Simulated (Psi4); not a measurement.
# SiH3O4 (SMILES [O][Si](O)(O)O): UCCSD/6-31G(d) (spherical functions)

What is the vertical doublet–quartet gap of SiH3O4 at UCCSD/6-31G* (spherical functions)? 

Program for the calculation: Psi4 1.11.

7 further runs of the same task are left out: 5 that didn't finish, 2 set aside as unsound or not needed.

**1. Starting point**

SiH3O4 has 8 atoms, charge 0, and is taken as a doublet. SMILES: `[O][Si](O)(O)O`. The coordinates come from a PBE0-D4/def2-TZVP relaxation. This is one conformer, not always the lowest.

Bond lengths: O1–Si2 1.656 Å, Si2–O3 1.631 Å, Si2–O4 1.622 Å, Si2–O5 1.624 Å, O3–H6 0.959 Å, O4–H7 0.959 Å, O5–H8 0.958 Å. Angles: O1–Si2–O3 102.2°, O1–Si2–O4 107.0°, O1–Si2–O5 116.5°, O3–Si2–O4 116.6°, O3–Si2–O5 108.2°, O4–Si2–O5 106.6°, Si2–O3–H6 117.6°, Si2–O4–H7 116.9°, Si2–O5–H8 118.2°.

**2. A single-point energy at UCCSD/6-31G(d) (spherical functions)**

Input file h3o4si.xyz:

```xyz
8
H3O4Si
O     -1.417600     0.247800     1.193000
Si    -0.195800     0.058700     0.091000
O      1.117100    -0.067300     1.049800
O     -0.249900     1.339100    -0.902700
O     -0.266300    -1.263500    -0.849700
H      1.271400     0.633000     1.686700
H     -0.094000     1.173100    -1.833800
H     -0.165000    -2.120800    -0.434300
```

Input file calc.py:

```python
import psi4

psi4.set_memory(2200000000)
psi4.set_num_threads(1)
psi4.set_output_file('psi4.out', False)

with open('h3o4si.xyz') as f:
    atoms = ''.join(f.readlines()[2:])
m = psi4.geometry('0 2\n' + atoms + 'symmetry c1\nno_reorient\nno_com')

options = {'reference': 'uhf', 'puream': True, 'e_convergence': 1e-09, 'd_convergence': 1e-08, 'scf_type': 'pk', 'num_frozen_docc': 9, 'maxiter': 100}
psi4.set_options(options)

result, w = psi4.energy('ccsd/6-31G*', molecule=m, return_wfn=True)
print('E =', round(result, 9))
for k, v in sorted(psi4.core.scalar_variables().items()):
    print(f'{k:45s} {v:18.10f}')
```

The run is started by

```
$ python calc.py
```

psi4.out:

```text
[...]
  Running in c1 symmetry.
[...]
  Nuclear repulsion =  257.364163159559894
[...]
  Multiplicity = 2
[...]
  Nalpha       = 25
  Nbeta        = 24
[...]
    Number of basis functions: 80
[...]
   @UHF iter   1:  -590.02219877330822   -1.26041e+00   8.10678e-03 ADIIS/DIIS
[...]
   @UHF iter  27:  -590.24746502212656   -5.66160e-11   7.90322e-09 DIIS
[...]
   @S^2 Observed:                7.553066178E-01
[...]
    Orbital Energies [Eh]
    ---------------------
    Alpha Occupied:
       1A    -68.855309     2A    -20.627273     3A    -20.577948
       4A    -20.576776     5A    -20.575488     6A     -6.201251
       7A     -4.309631     8A     -4.309434     9A     -4.309016
      10A     -1.399645    11A     -1.357234    12A     -1.350543
      13A     -1.346082    14A     -0.791089    15A     -0.732178
      16A     -0.726842    17A     -0.666013    18A     -0.638044
      19A     -0.592878    20A     -0.575164    21A     -0.564667
      22A     -0.553753    23A     -0.541730    24A     -0.522574
      25A     -0.512344
    Alpha Virtual:
[...]
  @UHF Final Energy:  -590.24746502212656
   => Energetics <=
    Nuclear Repulsion Energy =            257.3641631595598938
    One-Electron Energy =               -1329.7522794847532168
    Two-Electron Energy =                 482.1406513030667611
    Total Energy =                       -590.2474650221265620
  UHF NO Occupations:
  HONO-2 :   23  A 1.9994899
  HONO-1 :   24  A 1.9984351
[...]
 Multipole Moments:
 ------------------------------------------------------------------------------------
     Multipole            Electronic (a.u.)      Nuclear  (a.u.)        Total (a.u.)
 ------------------------------------------------------------------------------------
 L = 1.  Multiply by 2.5417464519 to convert [e a0] to [Debye]
 Dipole X            :         16.0969719          -15.6136731            0.4832988
 Dipole Y            :         -5.1031154            4.8299510           -0.2731644
 Dipole Z            :         -8.8805921            8.7225978           -0.1579943
 Magnitude           :                                                    0.5771990
[...]
      * MP2 total energy                      = -590.989165291895574
[...]
      * CCSD total energy                     = -591.018258276534766
```

The script printed:

```text
E = -591.018258277
CC D1 DIAGNOSTIC                                    0.0000000000
CC D2 DIAGNOSTIC                                    0.0000000000
CC NEW D1 DIAGNOSTIC                                0.0000000000
CC T1 DIAGNOSTIC                                    0.0211960495
CCSD CORRELATION ENERGY                            -0.7707932544
CCSD DOUBLES ENERGY                                -0.7707932544
CCSD ITERATIONS                                    38.0000000000
CCSD OPPOSITE-SPIN CORRELATION ENERGY              -0.5912617746
CCSD SAME-SPIN CORRELATION ENERGY                  -0.1795314798
CCSD SINGLES ENERGY                                -0.0000000000
CCSD TOTAL ENERGY                                -591.0182582765
CURRENT CORRELATION ENERGY                         -0.7707932544
CURRENT ENERGY                                   -591.0182582765
CURRENT REFERENCE ENERGY                         -590.2474650221
DD SOLVATION ENERGY                                 0.0000000000
HF KINETIC ENERGY                                 589.9158840271
HF POTENTIAL ENERGY                             -1180.1633490492
HF TOTAL ENERGY                                  -590.2474650221
HF VIRIAL RATIO                                     2.0005620818
MP2 CORRELATION ENERGY                             -0.7417002698
MP2 DOUBLES ENERGY                                 -0.7417002698
MP2 OPPOSITE-SPIN CORRELATION ENERGY               -0.5409538774
MP2 SAME-SPIN CORRELATION ENERGY                   -0.2007463924
MP2 SINGLES ENERGY                                 -0.0000000000
MP2 TOTAL ENERGY                                 -590.9891652919
NUCLEAR REPULSION ENERGY                          257.3641631596
ONE-ELECTRON ENERGY                             -1329.7522794848
PCM POLARIZATION ENERGY                             0.0000000000
PE ENERGY                                           0.0000000000
SCF ITERATION ENERGY                             -590.2474650221
SCF ITERATIONS                                     27.0000000000
SCF TOTAL ENERGY                                 -590.2474650221
TWO-ELECTRON ENERGY                               482.1406513031
```

Wall time 71 s (1 thread of Intel Xeon 6975P-C (Granite Rapids), shared host); peak memory 0.47 GiB.

**3. The quartet, same level**

Input file calc.py:

```python
import psi4

psi4.set_memory(2200000000)
psi4.set_num_threads(1)
psi4.core.set_output_file('run.log', False)

mol = psi4.geometry("""
0 4
O     -1.417600     0.247800     1.193000
Si    -0.195800     0.058700     0.091000
O      1.117100    -0.067300     1.049800
O     -0.249900     1.339100    -0.902700
O     -0.266300    -1.263500    -0.849700
H      1.271400     0.633000     1.686700
H     -0.094000     1.173100    -1.833800
H     -0.165000    -2.120800    -0.434300
units angstrom
symmetry c1
""")

options = {'basis': '6-31G*', 'reference': 'uhf', 'puream': True, 'e_convergence': 1e-09, 'd_convergence': 1e-08, 'scf_type': 'pk', 'num_frozen_docc': 9, 'maxiter': 100}
psi4.set_options(options)

e_tot, wfn = psi4.energy("ccsd", return_wfn=True)
print(f'total energy {e_tot:.8f} hartree = {e_tot * 27.211386:.5f} eV')
```

The run is started by

```
$ python calc.py
```

run.log:

```text
[...]
  Running in c1 symmetry.
[...]
  Nuclear repulsion =  257.364163159559894
[...]
  Multiplicity = 4
[...]
  Nalpha       = 26
  Nbeta        = 23
[...]
    Number of basis functions: 80
[...]
   @UHF iter   1:  -589.63787670690260   -8.76086e-01   8.69033e-03 DIIS/ADIIS
[...]
   @UHF iter  30:  -589.91037787575351   -4.77485e-12   7.87683e-09 DIIS
[...]
   @S^2 Observed:                3.763845819E+00
[...]
    Orbital Energies [Eh]
    ---------------------
    Alpha Occupied:
       1A    -68.864507     2A    -20.902027     3A    -20.576228
       4A    -20.570939     5A    -20.556078     6A     -6.214991
       7A     -4.323814     8A     -4.319432     9A     -4.319128
      10A     -1.654242    11A     -1.382815    12A     -1.356247
      13A     -1.341428    14A     -0.900713    15A     -0.899783
      16A     -0.886681    17A     -0.759224    18A     -0.718644
      19A     -0.708572    20A     -0.584910    21A     -0.577348
      22A     -0.558202    23A     -0.553282    24A     -0.521207
      25A     -0.508324    26A     -0.080722
    Alpha Virtual:
[...]
  @UHF Final Energy:  -589.91037787575351
   => Energetics <=
    Nuclear Repulsion Energy =            257.3641631595598938
    One-Electron Energy =               -1327.8676606856643048
    Two-Electron Energy =                 480.5931196503509000
    Total Energy =                       -589.9103778757535110
  UHF NO Occupations:
  HONO-2 :   24  A 1.0000000
  HONO-1 :   25  A 1.0000000
[...]
 Multipole Moments:
 ------------------------------------------------------------------------------------
     Multipole            Electronic (a.u.)      Nuclear  (a.u.)        Total (a.u.)
 ------------------------------------------------------------------------------------
 L = 1.  Multiply by 2.5417464519 to convert [e a0] to [Debye]
 Dipole X            :         -1.8152259            1.4672624           -0.3479635
 Dipole Y            :          0.7356288           -0.4553827            0.2802461
 Dipole Z            :          1.4091086           -0.8352359            0.5738726
 Magnitude           :                                                    0.7272869
[...]
      * MP2 total energy                      = -590.637868345062088
[...]
      * CCSD total energy                     = -590.680564182702142
```

On the terminal:

```text
total energy -590.68056418 hartree = -16073.23683 eV
```

It took 88 s on 1 thread of Intel Xeon 6975P-C (Granite Rapids), shared host; peak memory 0.46 GiB.

**4. What came out**

At UCCSD/6-31G* (spherical functions), 9 core orbitals frozen:

| quantity | value |
| --- | --- |
| doublet: total energy | -591.01826 Eh |
| doublet: HOMO energy (Hartree–Fock orbitals) (highest over α and β) | -13.50 eV |
| doublet: LUMO energy (Hartree–Fock orbitals) (lowest over α and β) | 2.03 eV |
| doublet: correlation energy (9 core orbitals frozen) | -770.8 mEh |
| doublet: ⟨S²⟩ of the reference determinant | 0.755 |
| doublet: T1 diagnostic | 0.021 |
| quartet: total energy | -590.68056 Eh |
| quartet: HOMO energy (Hartree–Fock orbitals) (highest over α and β) | -2.20 eV |
| quartet: LUMO energy (Hartree–Fock orbitals) (lowest over α and β) | -1.71 eV |
| quartet: correlation energy (9 core orbitals frozen) | -770.2 mEh |
| quartet: ⟨S²⟩ of the reference determinant | 3.764 |
| quartet: T1 diagnostic | 0.087 |
| vertical energy of the quartet above the doublet | 9.189 eV |

**Reading.** At this shape the quartet lies 9.19 eV (887 kJ/mol) above the doublet. The T1 diagnostic (quartet) of 0.087 is above the customary mark for such species, so a single reference may not serve.
